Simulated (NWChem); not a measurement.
# One shape, several levels: CH2BrF (bromofluoromethane)

Aim: a comparison of 6 runs (HF/cc-pVDZ, BLYP/cc-pVDZ, SVWN5/cc-pVDZ, M06-L/cc-pVDZ, revPBE/cc-pVDZ, CCSD/cc-pVDZ) of CH2BrF (bromofluoromethane). 

Program for the calculation: NWChem 7.3.0.

**1. Starting point**

CH2BrF: 5 atoms, total charge 0, spin state singlet. SMILES: `FCBr`. The C2–H4 distance was set to 1.632 Å, away from the relaxed value. At this shape a bond of the SMILES string is far longer than usual.

Bond lengths: F1–C2 1.352 Å, C2–Br3 1.935 Å, C2–H5 1.088 Å. Angles: F1–C2–Br3 110.7°, F1–C2–H5 109.8°, Br3–C2–H5 106.9°. A long bond or contact: C2–H4 1.632 Å.

**2. A single-point energy at HF/cc-pVDZ (run 1)**

The input, work.nw:

```
start work
title "CH2BrF energy"
memory stack 880 mb heap 220 mb global 1100 mb

geometry units angstrom noautosym nocenter noautoz
F        0.358027       1.494173       0.451521
C       -0.178873       0.256773       0.365121
Br      -1.873773       0.310973      -0.566679
H        0.807700      -0.713600      -0.500400
H       -0.378573      -0.128027       1.363121
end

basis spherical bse
* library cc-pVDZ
end

scf
singlet
rhf
thresh 1e-08
maxiter 80
end

task scf energy
```

Run with:

```
$ nwchem work.nw > work.out
```

Output:

```text
[...]
  functions       =    65
[...]
  wavefunction    = RHF
[...]
         Total SCF energy =  -2710.759163062813
      One-electron energy =  -4098.290140798344
      Two-electron energy =   1224.413477189627
 Nuclear repulsion energy =    163.117500545903
        Time for solution =     70.7s
[...]
```

Wall time 74 s (1 thread of Intel Xeon Platinum 8375C at 2.90GHz (Ice Lake), shared host); peak memory 0.099 GiB.

**3. A single-point energy at BLYP/cc-pVDZ (run 2)**

The input, run.py:

```python
from ase import Atoms
from ase.calculators.nwchem import NWChem

atoms = Atoms(['F', 'C', 'Br', 'H', 'H'], positions=[
    [0.358027, 1.494173, 0.451521],
    [-0.178873, 0.256773, 0.365121],
    [-1.873773, 0.310973, -0.566679],
    [0.807700, -0.713600, -0.500400],
    [-0.378573, -0.128027, 1.363121],
])

calc = NWChem(
    label='nw',
    theory='dft',
    memory='2200 mb',
    basis='cc-pVDZ',
    basispar='spherical bse',
    dft={'xc': 'becke88 lyp', 'mult': '1', 'grid': 'xfine', 'convergence': 'energy 1e-08', 'iterations': '100', 'mulliken': None, 'print': 'low'},
    task='energy',
)
atoms.calc = calc

print(f"energy = {atoms.get_potential_energy():.6f} eV")
```

Run with:

```
$ export ASE_NWCHEM_COMMAND="nwchem PREFIX.nwi > PREFIX.nwo"
$ python run.py
```

Output:

```text
energy = -73829.905115 eV
```

The calculator wrote nw.nwi:

```
title "nw"

permanent_dir nw

scratch_dir nw

start nw

geometry units angstrom nocenter noautosym noautoz
  F  3.5802699999999998e-01 1.4941730000000000e+00 4.5152100000000001e-01
  C  -1.7887300000000000e-01 2.5677299999999997e-01 3.6512099999999997e-01
  Br -1.8737729999999999e+00 3.1097300000000000e-01 -5.6667900000000004e-01
  H  8.0769999999999997e-01 -7.1360000000000001e-01 -5.0039999999999996e-01
  H  -3.7857299999999999e-01 -1.2802700000000000e-01 1.3631210000000000e+00
end

memory 2200 mb

basis spherical bse noprint
   * library cc-pVDZ
end

dft
  xc becke88 lyp
  mult 1
  grid xfine
  convergence energy 1e-08
  iterations 100
  mulliken
  print low
end

task dft energy
```

nw.nwo (excerpt; [...] marks lines left out):

```text
[...]
         Total DFT energy =    -2713.198991360433
      One electron energy =    -4097.902464413145
           Coulomb energy =     1329.373106109191
    Exchange-Corr. energy =     -107.787133602381
 Nuclear repulsion energy =      163.117500545903
[... 1 line left out ...]
 Numeric. integr. density =       51.999999997421
[...]
      Total Density - Mulliken Population Analysis
     ---------------------------------------------
    Atom       Charge   Shell Charges
 -----------   ------   -------------------------------------------------------
    1 F    9     9.12   2.01  0.90  0.98  3.33  1.89  0.01
    2 C    6     5.91   2.01  0.72  0.51  1.86  0.69  0.12
    3 Br  35    35.06   2.00  2.00  2.03  1.11  0.82  6.00  6.01  2.68  2.37  9.94  0.10
    4 H    1     0.98   0.59  0.38  0.01
    5 H    1     0.93   0.75  0.15  0.03
[...]
```

Wall time 55 s (1 thread of Intel Xeon Platinum 8375C at 2.90GHz (Ice Lake), shared host); peak memory 0.12 GiB.

Runs 3 to 4 aren't shown in full; the table further down has their settings and results.

**4. A single-point energy at revPBE/cc-pVDZ (run 5)**

The input, ch2brf.nw:

```
start ch2brf
title "CH2BrF"
memory stack 880 mb heap 220 mb global 1100 mb

geometry units atomic noautosym nocenter noautoz
F    0.67657298   2.82357775   0.85325103
C   -0.33802098   0.48523065   0.68997869
Br  -3.54091779   0.58765380  -1.07086811
H    1.52633179  -1.34850856  -0.94561895
H   -0.71539929  -0.24193597   2.57592536
end

basis spherical bse
F library cc-pVDZ
C library cc-pVDZ
Br library cc-pVDZ
H library cc-pVDZ
end

dft
xc revpbe cpbe96
grid xfine
convergence energy 1e-08
iterations 100
mulliken
end

task dft
```

Run with:

```
$ nwchem ch2brf.nw > ch2brf.out
```

Output:

```text
[...]
          Wavefunction type:  closed shell.
          No. of atoms     :     5
          No. of electrons :    52
[...]
          Charge           :     0
          Spin multiplicity:     1
[...]
          AO basis - number of functions:    65
[...]
              XC Information
              --------------
                        RevPBE Exchange Functional  1.000
            Perdew 1991 LDA Correlation Functional  1.000 local
           PerdewBurkeErnz. Correlation Functional  1.000 non-local
[...]
 d= 0,ls=0.0,diis     1  -2712.8271808497 -2.88D+03  2.23D-02  9.55D-01     7.8
[...]
 d= 0,ls=0.0,diis    11  -2712.9404970279 -5.53D-09  4.23D-07  1.73D-09    54.6
         Total DFT energy =    -2712.940497027862
      One electron energy =    -4097.937589861247
           Coulomb energy =     1329.404468927682
    Exchange-Corr. energy =     -107.524864907655
 Nuclear repulsion energy =      163.117488813359
[...]
      Total Density - Mulliken Population Analysis
     ---------------------------------------------
    Atom       Charge   Shell Charges
 -----------   ------   -------------------------------------------------------
    1 F    9     9.13   2.01  0.90  0.99  3.32  1.90  0.01
    2 C    6     5.94   2.01  0.71  0.54  1.84  0.72  0.12
    3 Br  35    35.06   2.00  2.00  2.02  1.09  0.85  6.00  6.01  2.69  2.36  9.94  0.10
    4 H    1     0.96   0.59  0.36  0.01
    5 H    1     0.91   0.75  0.13  0.03
[...]
```

Run time: 55 s. Hardware: 1 thread of Intel Xeon Platinum 8375C at 2.90GHz (Ice Lake), shared host; peak memory 0.13 GiB.

**5. The energy at CCSD/cc-pVDZ (run 6)**

The input, ch2brf.nw:

```
start ch2brf
memory 2200 mb

geometry noautosym nocenter noautoz
 F     0.358027    1.494173    0.451521
 C    -0.178873    0.256773    0.365121
 Br   -1.873773    0.310973   -0.566679
 H     0.807700   -0.713600   -0.500400
 H    -0.378573   -0.128027    1.363121
end

basis spherical bse
 * library cc-pVDZ
end

scf
 thresh 1e-08
 maxiter 80
end

ccsd
 freeze core 11
 maxiter 60
end

task ccsd energy
```

Run with:

```
$ nwchem ch2brf.nw > ch2brf.out
```

Output:

```text
[...]
  functions       =    65
[...]
  wavefunction    = RHF
[...]
         Total SCF energy =  -2710.759163062813
      One-electron energy =  -4098.290140798344
      Two-electron energy =   1224.413477189627
 Nuclear repulsion energy =    163.117500545903
        Time for solution =     70.5s
[...]
 Total MP2 energy:          -2711.228269806002572
[...]
             energy      energy      error      ampl     ampl      Block
                                                time     time      time
[...]
 Total CCSD energy:          -2711.254303910011913
[...]
```

Run time: 3.1 min. Hardware: 1 thread of Intel Xeon Platinum 8375C at 2.90GHz (Ice Lake), shared host; peak memory 0.17 GiB.

**6. All runs side by side**

```
run           level  iteration cap  module   energy (Eh)  HOMO energy (eV)  LUMO energy (eV)  HOMO–LUMO gap (eV)  wall time
  1      HF/cc-pVDZ             80     scf  -2710.759163            -10.97              2.48               13.45       74 s
  2    BLYP/cc-pVDZ            100     dft  -2713.198991                 –                 –                   –       55 s
  3   SVWN5/cc-pVDZ            100     dft  -2708.651542                 –                 –                   –       45 s
  4   M06-L/cc-pVDZ            100     dft  -2713.081457             -7.01             -1.78                5.23       68 s
  5  revPBE/cc-pVDZ            100     dft  -2712.940497             -6.62             -1.92                4.70       55 s
  6    CCSD/cc-pVDZ             80    ccsd  -2711.254304            -10.97              2.48               13.45    3.1 min
```

**7. Outcome**

| quantity | value |
| --- | --- |
| run 6: total energy | -2711.25430 Eh |
| run 6: HOMO energy (Hartree–Fock orbitals) | -10.97 eV |
| run 6: LUMO energy (Hartree–Fock orbitals) | 2.48 eV |
| run 6: HOMO–LUMO gap (Hartree–Fock orbitals) | 13.45 eV |
| run 6: correlation energy (11 core orbitals frozen) | -495.1 mEh |

**Reading.** Over runs 1, 4, 5 the dipole moment (its size) runs from 1.20 D (revPBE/cc-pVDZ) to 1.68 D (HF/cc-pVDZ). Over runs 1, 4, 5 the HOMO–LUMO gap runs from 4.70 eV (revPBE/cc-pVDZ) to 13.45 eV (HF/cc-pVDZ). Exact exchange widens orbital gaps. Totals of different functionals can't be ranked against each other. All runs together took 8 min, the longest 3.1 min.
